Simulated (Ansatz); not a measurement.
# HfHCl₃ + H₂O: a complex and its separated parts, part 2 of 3

Ansatz 0.2.0, Gaussian basis. Earlier steps stand in the parts before.

## Step 8: B97M-V/def2-TZVPP

The inputs:

parta/in.yaml

```yaml
crystal:
  periodic: [false, false, false]
  atoms:
    - {symbol: Hf, position_ang: [-0.411908, 0.590835, -0.783291]}
    - {symbol: Cl, position_ang: [1.041563, -1.059484, -1.518483]}
    - {symbol: Cl, position_ang: [-2.457466, -0.240425, -0.074950]}
    - {symbol: Cl, position_ang: [-0.605578, 2.366788, -2.261193]}
    - {symbol: H, position_ang: [0.367637, 1.290694, 0.710993]}
basis:
  gaussian: {orbitals: def2-TZVPP}
hamiltonian: {xc: {name: B97M-V}}
```

partb/in.yaml

```yaml
crystal:
  periodic: [false, false, false]
  atoms:
    - {symbol: O, position_ang: [0.348335, -0.906518, 1.136178]}
    - {symbol: H, position_ang: [0.740426, -0.446849, 1.881673]}
    - {symbol: H, position_ang: [0.977090, -1.594942, 0.909172]}
basis:
  gaussian: {orbitals: def2-TZVPP}
hamiltonian: {xc: {name: B97M-V}}
```

One command serves all of them, each in its own folder.

Run with:

```console
$ ansatz run in.yaml --threads 8 --pin off --events-out ev --progress --plain --max-ram 19148MiB
```

Output in parta (excerpt; [...] marks lines left out):

```text
Functional definition: B97M-V
  name "B97M-V"
  cite "Mardirossian & Head-Gordon, J. Chem. Phys. 142, 074111 (2015) doi:10.1063/1.4907719"
  cite "Becke, J. Chem. Phys. 107, 8554 (1997) doi:10.1063/1.475007"
  cite "Vydrov & Van Voorhis, J. Chem. Phys. 133, 244103 (2010) doi:10.1063/1.3521275"
  # Of w^i u^j: cxij and so on, Table III.
[...]
  gx(w, u) = cx00 + cx01*u + cx02*u^2 + (cx10 + cx11*u)*w
[...]
  gos(w, u) = cos00 + cos01*u + cos03*u^3 + cos10*w + cos32*w^3*u^2
[...]
      + integral(e_c_pw_mod_opposite_spin*gos(b97_w_opposite, b97_u_opposite)) + vv10(b, c)
1299 factors; their error is unknown
[...]
mean field -38889.34440114 eV, -1429.1570465974 hartree, gradient 4.3e-5 eV, S^2 0.000000; 0 other end points of the search recorded, 0 dependent functions left out
reference -38889.34445991 eV, -1429.1570487572 hartree; 32, 32 occupied and 164, 164 virtual orbitals, 1299 factors
Total energy: -38889.34445991 eV, -1429.1570487572 hartree
```

Log of partb (excerpt; [...] marks lines left out):

```text
[... 5 set-up lines as earlier in the session ...]
  # Of w^i u^j: cxij and so on, Table III.
[...]
  gx(w, u) = cx00 + cx01*u + cx02*u^2 + (cx10 + cx11*u)*w
[...]
  gos(w, u) = cos00 + cos01*u + cos03*u^3 + cos10*w + cos32*w^3*u^2
[...]
      + integral(e_c_pw_mod_opposite_spin*gos(b97_w_opposite, b97_u_opposite)) + vv10(b, c)
269 factors; their error is unknown
[...]
mean field -2079.93551377 eV, -76.4362203002 hartree, gradient 2.9e-5 eV, S^2 0.000000; 0 other end points of the search recorded, 0 dependent functions left out
reference -2079.93554059 eV, -76.4362212857 hartree; 5, 5 occupied and 54, 54 virtual orbitals, 269 factors
Total energy: -2079.93554059 eV, -76.4362212857 hartree
```

Wall times: 3.6 s (parta), 0.25 s (partb) on 8 threads of Arm Neoverse V2, shared host.

## Step 9: PBE0-D4/def2-TZVPP

The same edit goes into each in.yaml of step 8 (parta, partb):

```diff
-hamiltonian: {xc: {name: B97M-V}}
+hamiltonian: {xc: pbe0, dispersion: d4}
+output: {orbitals: {seedname: orbitals}}
```

Each run has its own folder and the same command.

Run with:

```console
$ ansatz run in.yaml --threads 8 --pin off --events-out ev --progress --plain --max-ram 19148MiB
```

Log of parta (excerpt; [...] marks lines left out):

```text
[... 5 set-up lines as earlier in the session ...]
[...]
1438 factors; their error is unknown
[...]
mean field -38885.85491637 eV, -1429.0288103974 hartree, gradient 4.0e-5 eV, S^2 0.000000; 0 other end points of the search recorded, 0 dependent functions left out
reference -38885.85494832 eV, -1429.0288115715 hartree; 32, 32 occupied and 164, 164 virtual orbitals, 1438 factors
Total energy: -38885.98762177 eV, -1429.0336872309 hartree
```

Log of partb (excerpt; [...] marks lines left out):

```text
[... 5 set-up lines as earlier in the session ...]
[...]
269 factors; their error is unknown
[...]
mean field -2078.42782083 eV, -76.3808136067 hartree, gradient 1.2e-5 eV, S^2 0.000000; 0 other end points of the search recorded, 0 dependent functions left out
reference -2078.42783534 eV, -76.3808141397 hartree; 5, 5 occupied and 54, 54 virtual orbitals, 269 factors
Total energy: -2078.43209116 eV, -76.3809705384 hartree
```

They took 1.2 s (parta), 0.15 s (partb) on 8 threads of Arm Neoverse V2, shared host.

## Step 10: B3LYP-D4/def2-TZVPP

The same edit goes into each in.yaml of step 9 (parta, partb):

```diff
-hamiltonian: {xc: pbe0, dispersion: d4}
-output: {orbitals: {seedname: orbitals}}
+hamiltonian: {xc: {name: B3LYP}, dispersion: d4}
```

Each run has its own folder and the same command.

Run with:

```console
$ ansatz run in.yaml --threads 8 --pin off --events-out ev --progress --plain --max-ram 19148MiB
```

Output in parta (excerpt; [...] marks lines left out):

```text
Functional definition: B3LYP
  name "B3LYP"
  cite "Stephens, Devlin, Chabalowski & Frisch, J. Phys. Chem. 98, 11623 (1994) doi:10.1021/j100096a001"
[... 2 set-up lines as earlier in the session ...]
  cite "Vosko, Wilk & Nusair, Can. J. Phys. 58, 1200 (1980) doi:10.1139/p80-159"
[...]
1371 factors; their error is unknown
[...]
mean field -38900.32037466 eV, -1429.5604061847 hartree, gradient 7.1e-5 eV, S^2 0.000000; 0 other end points of the search recorded, 0 dependent functions left out
reference -38900.32065580 eV, -1429.5604165164 hartree; 32, 32 occupied and 164, 164 virtual orbitals, 1371 factors
Total energy: -38900.56454388 eV, -1429.5693792378 hartree
```

Output in partb (excerpt; [...] marks lines left out):

```text
[... 6 set-up lines as earlier in the session ...]
[...]
269 factors; their error is unknown
[...]
mean field -2080.76395980 eV, -76.4666651303 hartree, gradient 1.1e-5 eV, S^2 0.000000; 0 other end points of the search recorded, 0 dependent functions left out
reference -2080.76409816 eV, -76.4666702150 hartree; 5, 5 occupied and 54, 54 virtual orbitals, 269 factors
Total energy: -2080.77252423 eV, -76.4669798671 hartree
```

Wall times: 1.2 s (parta), 0.15 s (partb) on 8 threads of Arm Neoverse V2, shared host.

## Step 11: r2SCAN0-D4/def2-TZVPP

The same edit goes into each in.yaml of step 10 (parta, partb):

```diff
-hamiltonian: {xc: {name: B3LYP}, dispersion: d4}
+hamiltonian: {xc: {name: r2SCAN0}, dispersion: d4}
```

Each run has its own folder and the same command.

Run with:

```console
$ ansatz run in.yaml --threads 8 --pin off --events-out ev --progress --plain --max-ram 19148MiB
```

parta printed (excerpt; [...] marks lines left out):

```text
Functional definition: r2SCAN0
  name "r2SCAN0"
  cite "Bursch, Neugebauer, Ehlert & Grimme, J. Chem. Phys. 156, 134105 (2022) doi:10.1063/5.0086040"
[... 3 set-up lines as earlier in the session ...]
[...]
1438 factors; their error is unknown
[...]
mean field -38895.36787366 eV, -1429.3784051299 hartree, gradient 6.0e-5 eV, S^2 0.000000; 0 other end points of the search recorded, 0 dependent functions left out
reference -38895.36788280 eV, -1429.3784054658 hartree; 32, 32 occupied and 164, 164 virtual orbitals, 1438 factors
Total energy: -38895.41325348 eV, -1429.3800728073 hartree
```

Output in partb (excerpt; [...] marks lines left out):

```text
[... 6 set-up lines as earlier in the session ...]
[...]
269 factors; their error is unknown
[...]
mean field -2079.27470650 eV, -76.4119360809 hartree, gradient 2.0e-5 eV, S^2 0.000000; 0 other end points of the search recorded, 0 dependent functions left out
reference -2079.27471060 eV, -76.4119362316 hartree; 5, 5 occupied and 54, 54 virtual orbitals, 269 factors
Total energy: -2079.27611475 eV, -76.4119878333 hartree
```

Wall times: 2.3 s (parta), 0.35 s (partb) on 8 threads of Arm Neoverse V2, shared host.

## Step 12: BHLYP-D4/def2-TZVPP

The same edit goes into each in.yaml of step 11 (parta, partb):

```diff
-hamiltonian: {xc: {name: r2SCAN0}, dispersion: d4}
+hamiltonian: {xc: {name: BHLYP}, dispersion: d4}
```

One command serves all of them, each in its own folder.

Run with:

```console
$ ansatz run in.yaml --threads 8 --pin off --events-out ev --progress --plain --max-ram 19148MiB
```

parta printed (excerpt; [...] marks lines left out):

```text
Functional definition: BHLYP
  name "BHLYP"
  cite "Becke, J. Chem. Phys. 98, 1372 (1993) doi:10.1063/1.464304"
[... 2 set-up lines as earlier in the session ...]
[...]
1542 factors; their error is unknown
[...]
mean field -38895.87333539 eV, -1429.3969805056 hartree, gradient 7.0e-5 eV, S^2 0.000000; 0 other end points of the search recorded, 0 dependent functions left out
reference -38895.87352588 eV, -1429.3969875061 hartree; 32, 32 occupied and 164, 164 virtual orbitals, 1542 factors
Total energy: -38896.11889319 eV, -1429.4060045885 hartree
```

Output in partb (excerpt; [...] marks lines left out):

```text
[... 5 set-up lines as earlier in the session ...]
[...]
295 factors; their error is unknown
[...]
mean field -2079.57890737 eV, -76.4231152567 hartree, gradient 2.0e-5 eV, S^2 0.000000; 0 other end points of the search recorded, 0 dependent functions left out
reference -2079.57899817 eV, -76.4231185933 hartree; 5, 5 occupied and 54, 54 virtual orbitals, 295 factors
Total energy: -2079.58394998 eV, -76.4233005692 hartree
```

They took 1.2 s (parta), 0.15 s (partb) on 8 threads of Arm Neoverse V2, shared host.

## Step 13: CAM-B3LYP-D4/def2-TZVPP

Each input of step 12 (parta, partb) changes in the same lines:

```diff
-hamiltonian: {xc: {name: BHLYP}, dispersion: d4}
+hamiltonian: {xc: {name: CAM-B3LYP}, dispersion: d4}
```

Each run has its own folder and the same command.

Run with:

```console
$ ansatz run in.yaml --threads 8 --pin off --events-out ev --progress --plain --max-ram 19148MiB
```

Log of parta (excerpt; [...] marks lines left out):

```text
Functional definition: CAM-B3LYP
  name "CAM-B3LYP"
  cite "Yanai, Tew & Handy, Chem. Phys. Lett. 393, 51 (2004) doi:10.1016/j.cplett.2004.06.011"
  cite "Iikura, Tsuneda, Yanai & Hirao, J. Chem. Phys. 115, 3540 (2001) doi:10.1063/1.1383587"
[... 2 set-up lines as earlier in the session ...]
[...]
1356 factors; their error is unknown
256 factors; integrals over basis functions are off by at most 1.0e-5 eV
[...]
mean field -38898.54578690 eV, -1429.4951912872 hartree, gradient 7.0e-5 eV, S^2 0.000000; 0 other end points of the search recorded, 0 dependent functions left out
reference -38898.54592384 eV, -1429.4951963197 hartree; 32, 32 occupied and 164, 164 virtual orbitals, 1356 factors
Total energy: -38898.68776635 eV, -1429.5004089360 hartree
```

partb printed (excerpt; [...] marks lines left out):

```text
[... 6 set-up lines as earlier in the session ...]
[...]
  # Exact exchange under (alpha + beta erf(omega r))/r, Becke's under what is left of 1/r.
[...]
269 factors; their error is unknown
72 factors; integrals over basis functions are off by at most 1.6e-5 eV
[...]
mean field -2079.99968529 eV, -76.4385785600 hartree, gradient 1.1e-5 eV, S^2 0.000000; 0 other end points of the search recorded, 0 dependent functions left out
reference -2079.99975272 eV, -76.4385810380 hartree; 5, 5 occupied and 54, 54 virtual orbitals, 269 factors
Total energy: -2080.00381868 eV, -76.4387304593 hartree
```

Times: 1.4 s (parta), 0.2 s (partb) on 8 threads of Arm Neoverse V2, shared host.

## Step 14: wB97X-V/def2-TZVPP

Each input of step 13 (parta, partb) changes in the same lines:

```diff
-hamiltonian: {xc: {name: CAM-B3LYP}, dispersion: d4}
+hamiltonian: {xc: {name: wB97X-V}}
```

The same command starts each run, in its folder.

Run with:

```console
$ ansatz run in.yaml --threads 8 --pin off --events-out ev --progress --plain --max-ram 19148MiB
```

Output in parta (excerpt; [...] marks lines left out):

```text
Functional definition: wB97X-V
  name "wB97X-V"
  cite "Mardirossian & Head-Gordon, Phys. Chem. Chem. Phys. 16, 9904 (2014) doi:10.1039/C3CP54374A"
[... 2 set-up lines as earlier in the session ...]
[...]
      + integral(e_c_pw_opposite_spin*poly(b97_u_opposite, cos0, cos1)) + vv10(b, c)
1347 factors; their error is unknown
235 factors; integrals over basis functions are off by at most 2.9e-5 eV
[...]
mean field -38892.35543080 eV, -1429.2676998967 hartree, gradient 2.8e-5 eV, S^2 0.000000; 0 other end points of the search recorded, 0 dependent functions left out
reference -38892.35542885 eV, -1429.2676998249 hartree; 32, 32 occupied and 164, 164 virtual orbitals, 1347 factors
Total energy: -38892.35542885 eV, -1429.2676998249 hartree
```

partb printed (excerpt; [...] marks lines left out):

```text
[... 5 set-up lines as earlier in the session ...]
[...]
      + integral(e_c_pw_opposite_spin*poly(b97_u_opposite, cos0, cos1)) + vv10(b, c)
269 factors; their error is unknown
69 factors; integrals over basis functions are off by at most 2.2e-5 eV
[...]
mean field -2079.88767204 eV, -76.4344621489 hartree, gradient 2.2e-5 eV, S^2 0.000000; 0 other end points of the search recorded, 0 dependent functions left out
reference -2079.88767114 eV, -76.4344621160 hartree; 5, 5 occupied and 54, 54 virtual orbitals, 269 factors
Total energy: -2079.88767114 eV, -76.4344621160 hartree
```

Wall times: 3.4 s (parta), 0.25 s (partb) on 8 threads of Arm Neoverse V2, shared host.

## Step 15: wB97M-V/def2-TZVPP

The same edit goes into each in.yaml of step 14 (parta, partb):

```diff
-hamiltonian: {xc: {name: wB97X-V}}
+hamiltonian: {xc: {name: wB97M-V}}
```

One command serves all of them, each in its own folder.

Run with:

```console
$ ansatz run in.yaml --threads 8 --pin off --events-out ev --progress --plain --max-ram 19148MiB
```

Log of parta (excerpt; [...] marks lines left out):

```text
Functional definition: wB97M-V
  name "wB97M-V"
  cite "Mardirossian & Head-Gordon, J. Chem. Phys. 144, 214110 (2016) doi:10.1063/1.4952647"
[... 2 set-up lines as earlier in the session ...]
  # Of w^i u^j: cxij and so on, Table III.
[...]
  gx(w, u) = 1 - cx + cx01*u + cx10*w
[...]
      + integral(e_c_pw_mod_opposite_spin*gos(b97_w_opposite, b97_u_opposite)) + vv10(b, c)
1347 factors; their error is unknown
235 factors; integrals over basis functions are off by at most 2.9e-5 eV
[...]
mean field -38894.58400758 eV, -1429.3495985826 hartree, gradient 2.5e-5 eV, S^2 0.000000; 0 other end points of the search recorded, 0 dependent functions left out
reference -38894.58405534 eV, -1429.3496003377 hartree; 32, 32 occupied and 164, 164 virtual orbitals, 1347 factors
Total energy: -38894.58405534 eV, -1429.3496003377 hartree
```

partb printed (excerpt; [...] marks lines left out):

```text
[... 5 set-up lines as earlier in the session ...]
  # Of w^i u^j: cxij and so on, Table III.
[...]
  gx(w, u) = 1 - cx + cx01*u + cx10*w
[...]
      + integral(e_c_pw_mod_opposite_spin*gos(b97_w_opposite, b97_u_opposite)) + vv10(b, c)
269 factors; their error is unknown
69 factors; integrals over basis functions are off by at most 2.2e-5 eV
[...]
mean field -2079.85938227 eV, -76.4334225192 hartree, gradient 2.9e-5 eV, S^2 0.000000; 0 other end points of the search recorded, 0 dependent functions left out
reference -2079.85940428 eV, -76.4334233280 hartree; 5, 5 occupied and 54, 54 virtual orbitals, 269 factors
Total energy: -2079.85940428 eV, -76.4334233280 hartree
```

Times: 4 s (parta), 0.25 s (partb) on 8 threads of Arm Neoverse V2, shared host; peak memory 0.58 GiB.

## Step 16: B2PLYP/def2-TZVPP

Each input of step 15 (parta, partb) changes in the same lines:

```diff
-hamiltonian: {xc: {name: wB97M-V}}
+hamiltonian: {xc: {name: B2PLYP}}
```

The same command starts each run, in its folder.

Run with:

```console
$ ansatz run in.yaml --threads 8 --pin off --events-out ev --progress --plain --max-ram 19148MiB
```

Log of parta (excerpt; [...] marks lines left out):

```text
Functional definition: B2PLYP
  name "B2PLYP"
  cite "Grimme, J. Chem. Phys. 124, 034108 (2006) doi:10.1063/1.2148954"
[... 2 set-up lines as earlier in the session ...]
[...]
1189 factors; integrals over basis functions are off by at most 6.6e-4 eV
[...]
mean field -38877.35414751 eV, -1428.7164129040 hartree, gradient 7.0e-6 eV, S^2 0.000000; 0 other end points of the search recorded, 0 dependent functions left out
15 core orbitals not correlated: weight in the atoms' cores, before any rotation towards them, 1.000 or more for the frozen orbitals, at most 0.000 for the correlated occupied ones
reference -38877.35432559 eV, -1428.7164194483 hartree; 17, 17 occupied and 164, 164 virtual orbitals, 1189 factors
second order -29.18803736 eV of doubles, -0.00000000 eV of singles
Total energy: -38885.23509568 eV, -1429.0060324073 hartree
```

Log of partb (excerpt; [...] marks lines left out):

```text
[... 5 set-up lines as earlier in the session ...]
[...]
361 factors; integrals over basis functions are off by at most 7.6e-4 eV
[...]
mean field -2077.03827975 eV, -76.3297489136 hartree, gradient 8.4e-7 eV, S^2 0.000000; 0 other end points of the search recorded, 0 dependent functions left out
1 core orbitals not correlated: weight in the atoms' cores, before any rotation towards them, 1.000 or more for the frozen orbitals, at most 0.000 for the correlated occupied ones
reference -2077.03836477 eV, -76.3297520382 hartree; 4, 4 occupied and 54, 54 virtual orbitals, 361 factors
second order -8.41872468 eV of doubles, -0.00000000 eV of singles
Total energy: -2079.31142044 eV, -76.4132852931 hartree
```

Wall times: 2 s (parta), 0.2 s (partb) on 8 threads of Arm Neoverse V2, shared host.

[end of part 2 of 3]
